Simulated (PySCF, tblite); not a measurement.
# C₅H₁₁ClO₂Si₂: geometry, infrared bands and NMR shifts

What infrared bands and NMR shifts should C₅H₁₁ClO₂Si₂ (`CC(=O)OC/C=C(/Cl)[SiH2][SiH3]`) show?

Computed with tblite 0.8.0 and PySCF 2.14.0, with density-fitted response routines of our own, on a single molecule in the gas phase. Atoms are numbered from 0 throughout.

## 1. The starting structure

21 atoms, charge 0, multiplicity 1; geometry from: force field or distance geometry start.

Bonds of the start (Å): C0–C1 1.50, C1–O2 1.23, C1–O3 1.36, O3–C4 1.44, C4–C5 1.50, C5–C6 1.34, C6–Cl7 1.77, C6–Si8 1.86, Si8–Si9 2.31, C0–H10 1.09, C0–H11 1.09, C0–H12 1.10, C4–H13 1.10, C4–H14 1.09, C5–H15 1.11, Si8–H16 1.49, Si8–H17 1.49, Si9–H18 1.49, Si9–H19 1.48, Si9–H20 1.49.

## 2. Relaxing the molecule with GFN2-xTB

Job settings and geometry (Å):

```
{"job": {"kind": "relax", "xc": "GFN2-xTB", "basis": "xTB"}, "charge": 0, "multiplicity": 1}
C      3.091200     1.643100    -0.659700
C      2.477200     0.283000    -0.556800
O      2.809900    -0.681100    -1.235900
O      1.535600     0.270100     0.421500
C      0.900700    -1.009400     0.605900
C     -0.152700    -0.833200     1.653800
C     -1.489300    -0.882100     1.535100
Cl    -2.402100    -0.626500     3.030900
Si    -2.451400    -1.180500    -0.034000
Si    -2.693800     0.838700    -1.127900
H      3.840800     1.642600    -1.446000
H      3.554400     1.917300     0.287800
H      2.303300     2.371200    -0.915200
H      0.493900    -1.349600    -0.357800
H      1.634100    -1.733700     0.949000
H      0.272100    -0.636800     2.655200
H     -3.787700    -1.760700     0.281900
H     -1.729100    -2.161700    -0.889600
H     -1.353600     1.410400    -1.458100
H     -3.436000     0.662200    -2.398500
H     -3.426400     1.833500    -0.290200
```

The run is started by

```sh
$ OMP_NUM_THREADS=1 python probes_run.py task.json out
```

This one command runs all jobs of the session in turn.

**Question.** This job is followed by: GFN2-xTB harmonic vibrations, gas phase; GIAO PBE0/pcSseg-1 NMR shielding, non-relativistic, gas phase. Predict these results of the whole session: strongest single infrared mode (GFN2-xTB); zero-point energy (GFN2-xTB); 13C shifts against TMS (PBE0/pcSseg-1); 1H shifts against TMS (PBE0/pcSseg-1, means over atoms taken as alike); 17O shifts against H2O (PBE0/pcSseg-1); 35Cl shifts against HCl (PBE0/pcSseg-1); 29Si shifts against TMS (PBE0/pcSseg-1); surface potential, 1st and 99th percentile.

**Answer**, as computed:

| quantity | value |
| --- | --- |
| strongest single infrared mode (GFN2-xTB) | 670 cm⁻¹, 622 km/mol |
| zero-point energy (GFN2-xTB) | 88.0 kcal/mol |
| 13C shifts against TMS (PBE0/pcSseg-1) | 176.2, 147.7, 147.5, 67.8, 23.3 ppm |
| 1H shifts against TMS (PBE0/pcSseg-1, means over atoms taken as alike) | 6.88, 4.59, 4.52, 3.52, 2.13 ppm |
| 17O shifts against H2O (PBE0/pcSseg-1) | 457.0, 211.4 ppm |
| 35Cl shifts against HCl (PBE0/pcSseg-1) | 298 ppm |
| 29Si shifts against TMS (PBE0/pcSseg-1) | -74.5, -115.5 ppm |
| surface potential, 1st and 99th percentile | -1.54 V and 1.20 V |

Relaxing lowered the energy by 0.198 eV in 33 steps; the close pair that moved most is C6–Si8, from 1.865 to 1.902 Å. The lowest mode is slightly imaginary (20i cm⁻¹), a soft motion within the noise of the Hessian, so the minimum is not strictly shown. The strongest single mode, at 670 cm⁻¹, moves mainly H16 and H17. Unscaled tight-binding wavenumbers are off by several per cent, some by more. Its intensities can rank the bands wrongly. The most deshielded carbon is C1 (ester carbonyl carbon), at 176.2 ppm: it is a carbonyl in resonance with an O or N lone pair, the region of acids, esters and amides. H15 (hydrogen on an alkene CH) lies farthest downfield among hydrogen, at 6.88 ppm; olefinic region. At PBE0/pcSseg-1: The largest span, 694 ppm, is at O2, where the paramagnetic term is -525 ppm. At PBE0/pcSseg-1, counted by nearest atom on the grid, the HOMO lies on C5 26 %; Cl7 25 %, the LUMO on C5, C6 about 28 % each; Si8 7 %.
